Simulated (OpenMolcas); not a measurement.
# Ag⁴⁺ among point charges: CASSCF and CASPT2 levels and susceptibility

Aim: the splitting of the states of Ag⁴⁺ in the field of 4 point charges, its lowest levels with spin-orbit coupling and its magnetic susceptibility.

The numbers are computed with OpenMolcas 26.06 (state-averaged CASSCF and CASPT2, spin-orbit coupling by RASSI with atomic mean-field integrals), except any that are marked as measured or tabulated.

**1. The atom as given**

```
Species                           : Ag⁴⁺ (silver, Z = 47, 43 electrons)
Basis                             : ANO-RCC-VTZP [7s6p4d2f1g], 68 functions
Scalar Hamiltonian                : DKH2, point nucleus
Inactive shells                   : 1s 2s 2p 3s 3p 3d 4s 4p
Active space                      : 7 electrons in 5 orbitals (4d)
Some configurations of this space : 4d⁷
Orbitals                          : optimised for each spin and parity, averaged over all roots
```

The outer shells:

4d7
```
4d [↑↓][↑↓][↑ ][↑ ][↑ ]
```

The ion sits among 4 point charges of -0.98 e arranged as a square (D4h), 2.19 Å from the ion.

Each step is its own input file, run in one work folder so that later steps find the files of earlier ones. Labels, J, g values, rates, χT and fits are worked out afterwards by a script from the matrices that RASSI stores. The input lists half of the charges; inversion (Group=XYZ) makes the rest.

**2. One- and two-electron integrals**

File a.inp:

```
&GATEWAY
Coord
1

Ag 0.0 0.0 0.0
Basis=ANO-RCC-VTZP
Group=XYZ
NoMove
AngMom=0.0 0.0 0.0
AMFI
XField
2 Angstrom 0
2.190000 0.000000 0.000000 -0.980000
0.000000 2.190000 0.000000 -0.980000
&SEWARD
```

Run with:

```
OMP_NUM_THREADS=1 MOLCAS_MEM=1689 MOLCAS_PROJECT=a pymolcas a.inp > a.log
```

**3. Reference wave functions, quartets of even parity, 10 roots**

File a.inp:

```
&RASSCF
FileOrb=start.orb
Symmetry=1
Spin=4
nActEl=7 0 0
Inactive=9 9
Ras2=5 0
CIRoot=10 10 1
SDav=10
CIMx=300
Iter=120 100
PrWF=0.3
OrbListing=Nothing
MaxOrb=0
>>> COPY $Project.JobIph JOB001
```

start.orb holds the contracted functions of the basis, ordered by shell, or the orbitals of the step before.

**4. Reference wave functions, doublets of even parity, 40 roots**

File a.inp:

```
&RASSCF
FileOrb=start.orb
Symmetry=1
Spin=2
nActEl=7 0 0
Inactive=9 9
Ras2=5 0
CIRoot=40 40 1
SDav=40
CIMx=300
Iter=120 100
PrWF=0.3
OrbListing=Nothing
MaxOrb=0
>>> COPY $Project.JobIph JOB002
```

**5. State interaction with spin-orbit coupling**

File a.inp:

```
&RASSI
NrOfJobIphs=2 10 40
1 2 3 4 5 6 7 8 9 10
1 2 3 4 5 6 7 8 9 10 11 12 13 14 15 16 17 18 19 20 21 22 23 24 25 26 27
28 29 30 31 32 33 34 35 36 37 38 39 40
IphNames
JOB001
JOB002
EJob
SpinOrbit
DIPRint=1.0
SOCoupling=1000.0
Subsets=2
Property=9
'ANGMOM' 1 'ANGMOM' 2 'ANGMOM' 3 'MLTPL  1' 1 'MLTPL  1' 2 'MLTPL  1' 3
'AMFI' 1 'AMFI' 2 'AMFI' 3
SOProperty=3
'ANGMOM' 1 'ANGMOM' 2 'ANGMOM' 3
```

**6. CASPT2: IPEA 0.25, imaginary shift 0.1 (closed shells correlated: 4s 4p)**

File a.inp:

```
>>> COPY JOB001 $Project.JobIph
&CASPT2
Multistate=10 1 2 3 4 5 6 7 8 9 10
NoMult
Frozen=8 6
IPEA=0.25
Imaginary=0.1
MaxIter=60
WThr=0.0 0.3 0.05
PrWF=0.5
NoMix
>>> COPY JOB002 $Project.JobIph
&CASPT2
Multistate=40 1 2 3 4 5 6 7 8 9 10 11 12 13 14 15 16 17 18 19 20 21 22
23 24 25 26 27 28 29 30 31 32 33 34 35 36 37 38 39 40
NoMult
Frozen=8 6
IPEA=0.25
Imaginary=0.1
MaxIter=60
WThr=0.0 0.3 0.05
PrWF=0.5
NoMix
```

(Steps that only read results are left out.)

Before running it: what results should come out? Wanted: spin-free ground state; first state of the same spin within the active space; lowest level; next level.

The runs gave:

| quantity | value |
| --- | --- |
| method | SS-CASPT2, IPEA 0.25, imaginary shift 0.1 (closed shells correlated: 4s 4p) |
| spin-free ground state | 4A2, 1-fold in its orbital part |
| first state of the same spin within the active space | 4E at 132 cm⁻¹ |
| lowest level | 2-fold E1/2, g = 1.39, 6.59, 6.59 |
| next level | 250.7 cm⁻¹ |
| χT at 300 K | 4.86 cm³ K/mol |
| effective moment at 300 K | 6.24 μB |

Cost by method:

```tsv
method	time of its own steps	time with the reference
A. CASSCF	6.1 s	6.1 s
B. SS-CASPT2, IPEA 0.25, imaginary shift 0.1, +4s 4p	3.5 s	9.6 s
```

Times are of one thread on a shared host.

What this shows: The spin-free ground state (4A2) comes to 98 % from free-ion F terms and keeps the highest spin of the shell. χT at 300 K is 4.86, against 1.88 cm³ K/mol for the spin alone, so orbital moment adds to it. An active space of the d shell alone favours high spin; real ions in strong fields can be low spin. The field of point charges can differ much from that of real complexes. With metal d orbitals alone active, the gaps between spin states are rough; where two lie within a few thousand cm-1, their order is open. This is an electrostatic model: the charges have no orbitals.
